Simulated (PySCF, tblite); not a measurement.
**C₇H₈ClO radical: geometry, infrared bands and EPR parameters**

Wanted: the infrared bands and EPR parameters of C₇H₈ClO radical (`C=C[C@@H](C)[C@@H]1O/C1=[C]\Cl`), by calculation.

Programs: tblite 0.8.0 and PySCF 2.14.0, with density-fitted response routines of our own. Each step states its level of theory. These are calculated values for one molecule in the gas phase, unless marked as measured. Atoms count from 0, in the outputs and in this text.

## (1) Starting geometry

17 atoms, charge 0, multiplicity 2; geometry from: force field or distance geometry start.

Bonds of the start (Å): C0–C1 1.33, C1–C2 1.51, C2–C3 1.54, C2–C4 1.50, C4–O5 1.43, O5–C6 1.37, C6–C7 1.30, C7–Cl8 1.76, C6–C4 1.45, C0–H9 1.08, C0–H10 1.09, C1–H11 1.10, C2–H12 1.09, C3–H13 1.09, C3–H14 1.09, C3–H15 1.11, C4–H16 1.08.

## (2) Optimising the geometry with GFN2-xTB

What the job is given:

```
{"job": {"kind": "relax", "xc": "GFN2-xTB", "basis": "xTB"}, "charge": 0, "multiplicity": 2}
C     -2.318900    -0.973300    -0.004600
C     -1.401100    -0.101900     0.411400
C     -0.234400     0.382900    -0.423100
C     -0.314400     1.919800    -0.553400
C      1.091700    -0.024700     0.137500
O      2.145500    -0.109300    -0.831100
C      1.699900    -1.274000    -0.262700
C      2.557400    -1.909500     0.484200
Cl     3.709800    -2.781300     1.494500
H     -2.316900    -1.382400    -1.004300
H     -3.135200    -1.289200     0.651500
H     -1.464700     0.269500     1.441500
H     -0.356400    -0.017600    -1.432500
H     -1.265300     2.231700    -0.976800
H      0.484300     2.295800    -1.189500
H     -0.202800     2.398100     0.444200
H      1.314500     0.377500     1.115900
```

Started as:

```bash
> OMP_NUM_THREADS=1 python probes_run.py task.json out
```

This one command runs all jobs of the session in turn.

**Question.** This job is followed by: GFN2-xTB harmonic vibrations, gas phase; UKS B3LYP, pcH-1 on C Cl H O, non-relativistic, mean-field spin-orbit, GIAO. What will the session give for the following? strongest single infrared mode (GFN2-xTB); zero-point energy (GFN2-xTB); g(iso) (B3LYP); ⟨S²⟩; largest a(iso) (averaged by class); surface potential, 1st and 99th percentile.

As calculated:

| quantity | value |
| --- | --- |
| strongest single infrared mode (GFN2-xTB) | 969 cm⁻¹, 62 km/mol |
| zero-point energy (GFN2-xTB) | 79.7 kcal/mol |
| g(iso) (B3LYP) | 2.00604 |
| ⟨S²⟩ | 0.758 (exact 0.75) |
| largest a(iso) (averaged by class) | 13C on C7, 454.2 MHz |
| surface potential, 1st and 99th percentile | -1.06 V and 1.13 V |

**Reading.** Relaxing lowered the energy by 1.601 eV in 116 steps; the close pair that moved most is C7–Cl8, from 1.763 to 1.650 Å. All 45 modes are real, so the xTB geometry is a minimum. The strongest single mode, at 969 cm⁻¹, has its largest shares on O5, C4, C6 and H16 (the list is cut at 4 atoms). Unscaled tight-binding wavenumbers are off by several per cent, some by more. Its intensities can rank the bands wrongly. Most of the unpaired spin sits on C7 (0.85 e). The isotropic g lies 3.7 ppt above the free-electron value.
